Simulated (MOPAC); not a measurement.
**PM7 run of CH5GaOSi (SMILES [CH2]1O[SiH2][GaH]1)**

Aim: the electrostatic solvation energy at fixed shape (COSMO, methanol) of CH5GaOSi at PM7, from 2 runs. 

The results are computed with MOPAC 23.2.5.

5 further runs of the same task are left out: 2 that didn't finish, 3 set aside as unsound or not needed.

**1. The molecule**

The species is CH5GaOSi (9 atoms), meant as a singlet with charge 0. As SMILES, `[CH2]1O[SiH2][GaH]1`. The shape comes from GFN2-xTB, which is rough for such elements, and wasn't checked as a minimum.

Bond lengths: C1–O2 1.408 Å, O2–Si3 1.630 Å, C1–Ga4 2.157 Å, Si3–Ga4 2.478 Å, C1–H5 1.094 Å, C1–H6 1.101 Å, Si3–H7 1.486 Å, Si3–H8 1.464 Å, Ga4–H9 1.720 Å. Some angles: C1–O2–Si3 120.2°, O2–C1–Ga4 88.0°, O2–Si3–Ga4 73.0°, C1–Ga4–Si3 68.9°, O2–C1–H5 108.5°, O2–C1–H6 109.5°, Ga4–C1–H5 124.6°, Ga4–C1–H6 115.1°, O2–Si3–H7 112.7°, O2–Si3–H8 99.6°.

**2. Energy and gradient at PM7**

The input, run.py:

```python
from ase.calculators.mopac import MOPAC
from ase import Atoms

molecule = Atoms(
    ['C', 'O', 'Si', 'Ga', 'H', 'H', 'H', 'H', 'H'],
    positions=[
        [-0.169080, 1.050200, -0.664370],
        [0.213980, -0.280170, -0.920960],
        [0.707580, -1.240790, 0.299900],
        [-0.886370, 0.394240, 1.261350],
        [-0.809940, 1.391440, -1.482610],
        [0.725540, 1.691320, -0.636740],
        [2.110490, -0.973870, 0.709770],
        [0.623690, -2.542000, -0.365240],
        [-2.515890, 0.509640, 1.798880],
    ],
)
pm = MOPAC(label="job", method="PM7", task="1SCF GRADIENTS PL BONDS THREADS=1 AUX(PRECISION=6)", charge=0)
molecule.calc = pm
epot = molecule.get_potential_energy()
print(f"heat of formation: {epot:.6f} eV")
print("dipole (e A):", molecule.get_dipole_moment().round(4))
homo, lumo = pm.get_homo_lumo_levels()
print(f"HOMO {homo:.3f} eV, LUMO {lumo:.3f} eV, gap {lumo - homo:.3f} eV")
```

Run with:

```bash
$ export ASE_MOPAC_COMMAND="mopac PREFIX.mop > /dev/null 2>&1"
$ python run.py
```

What it wrote:

```text
heat of formation: -0.682149 eV
dipole (e A): [-0.2686  0.2323  0.7208]
HOMO -8.815 eV, LUMO -0.130 eV, gap 8.685 eV
```

The calculator wrote job.mop:

```
PM7 1SCF GRADIENTS PL BONDS THREADS=1 AUX(PRECISION=6) DISP RELSCF=0.0001 
Title: ASE calculation

 C  -0.16908 1 1.0502 1 -0.66437 1
 O  0.21398 1 -0.28017 1 -0.92096 1
 Si 0.70758 1 -1.24079 1 0.2999 1
 Ga -0.88637 1 0.39424 1 1.26135 1
 H  -0.80994 1 1.39144 1 -1.48261 1
 H  0.72554 1 1.69132 1 -0.63674 1
 H  2.11049 1 -0.97387 1 0.70977 1
 H  0.62369 1 -2.542 1 -0.36524 1
 H  -2.51589 1 0.50964 1 1.79888 1
```

It took 0.26 s on 1 thread of Arm Neoverse N1, shared host.

**3. Energy and gradient at PM7 (COSMO methanol)**

The input, mopac_ase.py:

```python
from ase.calculators.mopac import MOPAC
from ase import Atoms

mol = Atoms(
    ['C', 'O', 'Si', 'Ga', 'H', 'H', 'H', 'H', 'H'],
    positions=[
        [-0.169080, 1.050200, -0.664370],
        [0.213980, -0.280170, -0.920960],
        [0.707580, -1.240790, 0.299900],
        [-0.886370, 0.394240, 1.261350],
        [-0.809940, 1.391440, -1.482610],
        [0.725540, 1.691320, -0.636740],
        [2.110490, -0.973870, 0.709770],
        [0.623690, -2.542000, -0.365240],
        [-2.515890, 0.509640, 1.798880],
    ],
)
calc = MOPAC(label="job", method="PM7", task="1SCF GRADIENTS EPS=32.6 BONDS PL THREADS=1 AUX(PRECISION=6)", charge=0)
mol.calc = calc
epot = mol.get_potential_energy()
print("energy / eV: %.6f" % epot)
print("forces (eV/A):")
for sym, f in zip(mol.get_chemical_symbols(), mol.get_forces()):
    print(f"{sym:2s} {f[0]:10.5f} {f[1]:10.5f} {f[2]:10.5f}")
print("dipole (e A):", mol.get_dipole_moment().round(4))
```

Run with:

```bash
$ export ASE_MOPAC_COMMAND="mopac PREFIX.mop > /dev/null 2>&1"
$ python mopac_ase.py
```

What it wrote:

```text
energy / eV: -1.017540
forces (eV/A):
C     0.12299   -0.09027    1.59807
O     0.37961   -0.26160   -1.39758
Si    0.49701    0.58359   -0.09625
Ga   -2.91269    0.01009   -0.60349
H    -0.16986   -0.18353    0.33643
H    -0.26187    0.12058    0.10194
H    -0.66631   -0.12107    0.08861
H    -0.27169    0.02943    0.66854
H     3.28281   -0.08722   -0.69628
dipole (e A): [-0.4457  0.4097  1.0212]
```

The calculator wrote job.mop:

```
PM7 1SCF GRADIENTS EPS=32.6 BONDS PL THREADS=1 AUX(PRECISION=6) DISP RELSCF=0.0001 
Title: ASE calculation

 C  -0.16908 1 1.0502 1 -0.66437 1
 O  0.21398 1 -0.28017 1 -0.92096 1
 Si 0.70758 1 -1.24079 1 0.2999 1
 Ga -0.88637 1 0.39424 1 1.26135 1
 H  -0.80994 1 1.39144 1 -1.48261 1
 H  0.72554 1 1.69132 1 -0.63674 1
 H  2.11049 1 -0.97387 1 0.70977 1
 H  0.62369 1 -2.542 1 -0.36524 1
 H  -2.51589 1 0.50964 1 1.79888 1
```

Run time: 0.26 s. Hardware: 1 thread of Arm Neoverse N1, shared host.

**4. Results**

Level: PM7.

| quantity | value |
| --- | --- |
| gas phase: total energy | -23.73057 Eh |
| gas phase: dipole moment | 3.86 D |
| gas phase: HOMO energy | -8.81 eV |
| gas phase: LUMO energy | -0.13 eV |
| gas phase: HOMO–LUMO gap | 8.68 eV |
| gas phase: dispersion energy | -0.73 kJ/mol |
| gas phase: heat of formation at this unrelaxed shape | -15.7 kcal/mol |
| gas phase: largest force on an atom | 3.322 eV/Å |
| COSMO, methanol: total energy | -23.74289 Eh |
| COSMO, methanol: dipole moment | 5.70 D |
| COSMO, methanol: HOMO energy | -8.77 eV |
| COSMO, methanol: LUMO energy | 0.03 eV |
| COSMO, methanol: HOMO–LUMO gap | 8.80 eV |
| COSMO, methanol: dispersion energy | -0.73 kJ/mol |
| COSMO, methanol: heat of formation at this unrelaxed shape | -23.5 kcal/mol |
| COSMO, methanol: largest force on an atom | 3.357 eV/Å |
| energy change from gas to solvent at fixed shape | -0.335 eV |

In words: The solvent model (COSMO, methanol) lowers the energy by 0.34 eV (−7.7 kcal/mol) at the same shape. It holds the electrostatic part alone, without cavity or dispersion terms. The largest force (COSMO, methanol) is 3.36 eV/Å: the shape isn't a stationary point for this species at this level. The largest force (gas phase) is 3.32 eV/Å: the shape isn't a stationary point for this species at this level.
